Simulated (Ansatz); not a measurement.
# Li: the cost of one run

All numbers below are computed with Ansatz 0.2.0 (DFT PBE+D3(BJ), plane waves, PAW, scalar-relativistic, no spin polarisation).

### Step 1. Starting point

The cell holds 17 atoms (Li17): a = 6.980 Å, b = 6.980 Å, c = 6.980 Å, α = 90.00°, β = 90.00°, γ = 90.00°.

The coordinates stand in the first input below.

### Step 2. End point A

Contents of input.yaml:

```yaml
crystal:
  lattice:
    - [6.98, 0.0, 0.0]
    - [0.0, 6.98, 0.0]
    - [0.0, 0.0, 6.98]
  atoms:
    - { symbol: Li, position: [0.0, 0.0, 0.0] }
    - { symbol: Li, position: [0.5, 0.0, 0.0] }
    - { symbol: Li, position: [0.0, 0.5, 0.0] }
    - { symbol: Li, position: [0.0, 0.0, 0.5] }
    - { symbol: Li, position: [0.25, 0.25, 0.25] }
    - { symbol: Li, position: [0.5, 0.5, 0.0] }
    - { symbol: Li, position: [0.5, 0.0, 0.5] }
    - { symbol: Li, position: [0.75, 0.25, 0.25] }
    - { symbol: Li, position: [0.0, 0.5, 0.5] }
    - { symbol: Li, position: [0.25, 0.75, 0.25] }
    - { symbol: Li, position: [0.25, 0.25, 0.75] }
    - { symbol: Li, position: [0.5, 0.5, 0.5] }
    - { symbol: Li, position: [0.75, 0.75, 0.25] }
    - { symbol: Li, position: [0.75, 0.25, 0.75] }
    - { symbol: Li, position: [0.25, 0.75, 0.75] }
    - { symbol: Li, position: [0.75, 0.75, 0.75] }
    - { symbol: Li, position: [0.7477041, -0.0033185, 0.6302917] }
basis:
  ecutwfc: 420.0
kpoints:
  mp_grid: { grid: [3, 3, 3] }
hamiltonian:
  xc: pbe
  dispersion: d3bj
scf:
  occupations: { method: gaussian, width: 0.15 }
  lower_state_search: "off"
relax:
  f_tol: 0.03
  max_steps: 60
  adjacent_minimum: "off"
```

On the command line:

```sh
$ ansatz run input.yaml --threads 2 --pin off --max-ram 5120MiB --backend cpu --events-out ev --progress --plain --runs-dir out
```

**Question.** How long does this run take on 2 threads of Arm Neoverse N1, shared host, and how much memory does it need?

About 1.9 min, with a peak of 0.54 GiB.
